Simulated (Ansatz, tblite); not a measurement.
# C₃₀H₁₈O: spin-state energies by level

Is the singlet the ground state of C₃₀H₁₈O? Other spin states are computed and compared level by level.

The runs use Ansatz 0.2.0, Gaussian basis; as each input shows.

The runs, in order: triplet, at the geometry of the singlet (GFN1-xTB, GFN2-xTB, PBE0-D4/def2-TZVP, PBE-D4/def2-TZVP); the singlet's energies come from earlier runs.

### Step 1. The geometry

The geometry is that of the singlet, from an earlier relaxation (PBE-D4/def2-SVP).

SMILES `Oc1cc2c3ccccc3c3c4ccccc4c4ccccc4c3c2c2ccccc12`, 49 atoms, charge 0, spin multiplicity 1.

Bond lengths: O1–C2 1.360 Å, O1–H32 0.975 Å, C2–C3 1.381 Å, C2–C31 1.437 Å, C3–C4 1.428 Å, C3–H33 1.100 Å, C4–C5 1.457 Å, C4–C25 1.421 Å, C5–C6 1.419 Å, C5–C10 1.437 Å, C6–C7 1.391 Å, C6–H34 1.098 Å, C7–C8 1.410 Å, C7–H35 1.100 Å, C8–C9 1.391 Å, C8–H36 1.101 Å, C9–C10 1.425 Å, C9–H37 1.097 Å and more. Angles: C2–O1–H32 108.5°, O1–C2–C3 123.1°, O1–C2–C31 116.5°, C3–C2–C31 120.2°, C2–C3–C4 121.9°, C2–C3–H33 118.2°, C4–C3–H33 119.9°, C3–C4–C5 121.1°, C3–C4–C25 119.5°, C5–C4–C25 119.4°, C4–C5–C6 121.9°, C4–C5–C10 119.3°, C6–C5–C10 118.7°, C5–C6–C7 121.9°, C5–C6–H34 119.6°, C7–C6–H34 118.5°, C6–C7–C8 119.5°, C6–C7–H35 120.0° and more.

### Step 2. Triplet at the fixed geometry, GFN1-xTB

Tight binding, by tblite at 300 K electronic temperature and without a spin-polarisation term:

```python
tblite.interface.Calculator('GFN1-xTB', numbers, positions, charge=0, uhf=2).singlepoint()
```

Energy -2115.5918 eV; 0.17 s.

### Step 3. Triplet at the fixed geometry, GFN2-xTB

Tight binding, by tblite at 300 K electronic temperature and without a spin-polarisation term:

```python
tblite.interface.Calculator('GFN2-xTB', numbers, positions, charge=0, uhf=2).singlepoint()
```

Energy -2106.6165 eV; 0.15 s.

### Step 4. Triplet at the fixed geometry, PBE0-D4/def2-TZVP

in.yaml

```yaml
crystal:
  periodic: [false, false, false]
  atoms:
    - {symbol: O, position_ang: [4.743644, -2.160099, 1.637208]}
    - {symbol: C, position_ang: [3.556486, -1.662371, 1.198245]}
    - {symbol: C, position_ang: [2.332979, -2.140424, 1.625597]}
    - {symbol: C, position_ang: [1.103177, -1.551837, 1.200102]}
    - {symbol: C, position_ang: [-0.179298, -2.082425, 1.644359]}
    - {symbol: C, position_ang: [-0.270208, -3.094294, 2.634837]}
    - {symbol: C, position_ang: [-1.494834, -3.600243, 3.058821]}
    - {symbol: C, position_ang: [-2.686916, -3.075230, 2.518743]}
    - {symbol: C, position_ang: [-2.629790, -2.087923, 1.540367]}
    - {symbol: C, position_ang: [-1.389786, -1.585022, 1.051571]}
    - {symbol: C, position_ang: [-1.327646, -0.467890, 0.121706]}
    - {symbol: C, position_ang: [-2.450651, -0.027357, -0.703375]}
    - {symbol: C, position_ang: [-3.456209, -0.931791, -1.144773]}
    - {symbol: C, position_ang: [-4.474501, -0.528732, -2.006117]}
    - {symbol: C, position_ang: [-4.522702, 0.801930, -2.467383]}
    - {symbol: C, position_ang: [-3.524125, 1.695892, -2.087472]}
    - {symbol: C, position_ang: [-2.473373, 1.308797, -1.220388]}
    - {symbol: C, position_ang: [-1.405119, 2.225188, -0.837725]}
    - {symbol: C, position_ang: [-1.515647, 3.628732, -1.004863]}
    - {symbol: C, position_ang: [-0.499641, 4.490575, -0.600378]}
    - {symbol: C, position_ang: [0.656642, 3.965868, 0.014469]}
    - {symbol: C, position_ang: [0.792289, 2.591503, 0.181831]}
    - {symbol: C, position_ang: [-0.211933, 1.686686, -0.261329]}
    - {symbol: C, position_ang: [-0.117631, 0.254231, 0.026076]}
    - {symbol: C, position_ang: [1.130228, -0.422772, 0.338097]}
    - {symbol: C, position_ang: [2.396224, -0.065769, -0.288655]}
    - {symbol: C, position_ang: [2.484138, 0.768048, -1.442059]}
    - {symbol: C, position_ang: [3.706577, 1.092256, -2.016897]}
    - {symbol: C, position_ang: [4.914271, 0.595552, -1.470732]}
    - {symbol: C, position_ang: [4.867129, -0.277319, -0.392431]}
    - {symbol: C, position_ang: [3.622071, -0.643938, 0.186123]}
    - {symbol: H, position_ang: [4.562500, -2.854468, 2.297474]}
    - {symbol: H, position_ang: [2.321488, -2.995435, 2.317510]}
    - {symbol: H, position_ang: [0.646452, -3.480706, 3.100191]}
    - {symbol: H, position_ang: [-1.529321, -4.382453, 3.832127]}
    - {symbol: H, position_ang: [-3.664218, -3.424498, 2.885069]}
    - {symbol: H, position_ang: [-3.566880, -1.646017, 1.179742]}
    - {symbol: H, position_ang: [-3.396010, -1.987277, -0.849336]}
    - {symbol: H, position_ang: [-5.222986, -1.261187, -2.344749]}
    - {symbol: H, position_ang: [-5.321941, 1.125876, -3.151027]}
    - {symbol: H, position_ang: [-3.533932, 2.715759, -2.497229]}
    - {symbol: H, position_ang: [-2.436844, 4.050579, -1.431170]}
    - {symbol: H, position_ang: [-0.614503, 5.577217, -0.731671]}
    - {symbol: H, position_ang: [1.444926, 4.640544, 0.381310]}
    - {symbol: H, position_ang: [1.678828, 2.195486, 0.693729]}
    - {symbol: H, position_ang: [1.562968, 1.149090, -1.899575]}
    - {symbol: H, position_ang: [3.729785, 1.732179, -2.912159]}
    - {symbol: H, position_ang: [5.880471, 0.870820, -1.920066]}
    - {symbol: H, position_ang: [5.783370, -0.725331, 0.016274]}
basis:
  gaussian: {orbitals: def2-TZVP, fitting: {mean_field: def2-universal-jkfit}}
magnetization: {spin_polarized: true, initial_magnetization: 2}
hamiltonian: {xc: pbe0, dispersion: d4}
scf: {omitted_lower_state_checks: [starts]}
output: {orbitals: {seedname: orbitals}}
```

Launch:

```bash
> ansatz run in.yaml --threads 2 --pin off --events-out ev --progress --plain --max-ram 32768MiB --backend cuda --devices 0, --max-vram 18GiB
```

Standard output:

```text
Functional definition: PBE0
  name "PBE0"
  cite "Adamo & Barone, J. Chem. Phys. 110, 6158 (1999) doi:10.1063/1.478522"
  cite "Perdew, Burke & Ernzerhof, Phys. Rev. Lett. 77, 3865 (1996) doi:10.1103/PhysRevLett.77.3865"
  parent pbe
  parameter a = 0.25
  parameter kappa = 0.804
  parameter beta = 0.06672455060314922
  exchange = (1 - a)*pbe_x(kappa = kappa, mu = beta*pi^2/3) + a*exact_x
  correlation = pbe_c(beta = beta)
these checks for a lower state are left out or cut short: starts
2651 factors; integrals over basis functions are off by at most 8.8e-1 eV
mean field evaluation 1: about -33390.5850 eV, gradient 7.8e1 eV
mean field evaluation 2: about -33372.2658 eV, gradient 9.1e1 eV
mean field evaluation 4: about -33420.0756 eV, gradient 1.3e1 eV
mean field evaluation 8: about -33420.9528 eV, gradient 7.7e-1 eV
mean field evaluation 16: about -33420.9424 eV, gradient 1.7e-2 eV
mean field evaluation 32: about -33420.9425 eV, gradient 5.1e-5 eV
mean field -33420.94245218 eV, -1228.1969815890 hartree, gradient 2.5e-5 eV, S^2 2.066080; 0 other end points of the search recorded, 0 dependent functions left out
reference -33420.94251915 eV, -1228.1969840504 hartree; 104, 102 occupied and 965, 967 virtual orbitals, 2651 factors
Total energy: -33423.01572682 eV, -1228.2731730270 hartree
Checks for a lower state left out: starts
```

Wall time 25 s (1 × H100 (card shared with other runs) with 2 threads of AMD EPYC 7R13, shared host); peak host memory 1.8 GiB.

Report: HOMO -3.33 eV, LUMO -3.97 eV (over both spins; with the spin held, an empty level of the minority spin lies below the top filled one); ⟨S²⟩ 2.066 (pure: 2.00).

### Step 5. Triplet at the fixed geometry, PBE-D4/def2-TZVP

start.molden holds the orbitals of an earlier run on this state, given as this run's starting guess.

Edit in.yaml of step 4 so:

```diff
@@ -53,5 +53,5 @@
 basis:
-  gaussian: {orbitals: def2-TZVP, fitting: {mean_field: def2-universal-jkfit}}
+  gaussian: {orbitals: def2-TZVP, fitting: {mean_field: def2-universal-jkfit}, initial_orbitals: start.molden}
 magnetization: {spin_polarized: true, initial_magnetization: 2}
-hamiltonian: {xc: pbe0, dispersion: d4}
+hamiltonian: {xc: pbe, dispersion: d4}
 scf: {omitted_lower_state_checks: [starts]}
```

The command is unchanged.

Standard output:

```text
Functional definition: PBE
  name "PBE"
  cite "Perdew, Burke & Ernzerhof, Phys. Rev. Lett. 77, 3865 (1996) doi:10.1103/PhysRevLett.77.3865"
  parent pbe
  parameter kappa = 0.804
  parameter beta = 0.06672455060314922
  exchange = pbe_x(kappa = kappa, mu = beta*pi^2/3)
  correlation = pbe_c(beta = beta)
these checks for a lower state are left out or cut short: starts
2651 factors; integrals over basis functions are off by at most 8.8e-1 eV
mean field evaluation 1: about -33418.0334 eV, gradient 1.5e1 eV
mean field evaluation 2: about -33418.6137 eV, gradient 7.5e-1 eV
mean field evaluation 4: about -33418.6015 eV, gradient 3.6e-1 eV
mean field evaluation 8: about -33418.6028 eV, gradient 1.2e-3 eV
mean field -33418.60283047 eV, -1228.1110020773 hartree, gradient 1.5e-5 eV, S^2 2.012960; 0 other end points of the search recorded, 0 dependent functions left out
reference -33418.60292323 eV, -1228.1110054860 hartree; 104, 102 occupied and 965, 967 virtual orbitals, 2651 factors
Total energy: -33420.98728508 eV, -1228.1986291680 hartree
Checks for a lower state left out: starts
```

Wall time 21 s (1 × H100 (card shared with other runs) with 2 threads of AMD EPYC 7R13, shared host).

Report: HOMO -2.64 eV, LUMO -4.57 eV (over both spins; with the spin held, an empty level of the minority spin lies below the top filled one); ⟨S²⟩ 2.013 (pure: 2.00).

### Step 6. Triplet less singlet, vertical

The singlet's energies are those of its earlier runs, whose logs aren't repeated here.

```csv
level,"triplet less singlet, vertical (eV)",time
GFN1-xTB,+2.221,0.3 s
GFN2-xTB,+2.244,0.26 s
PBE-D4/def2-TZVP,+2.183,35 s
PBE0-D4/def2-TZVP,+2.309,46 s
```

Times add the two runs; a level without a time comes out of a correlated run. Tight binding without a spin term can't rank spin states.

### Step 7. Results

| quantity | value |
| --- | --- |
| triplet less singlet, vertical, functionals in def2-TZVP | +2.183 (PBE-D4) to +2.309 eV (PBE0-D4) |

What this shows: All functionals put the triplet above the singlet, over a spread of 0.126 eV. The checks for a lower triplet were left out, so another state of that spin may lie lower. These are electronic energies, without zero-point motion, entropy or surroundings.
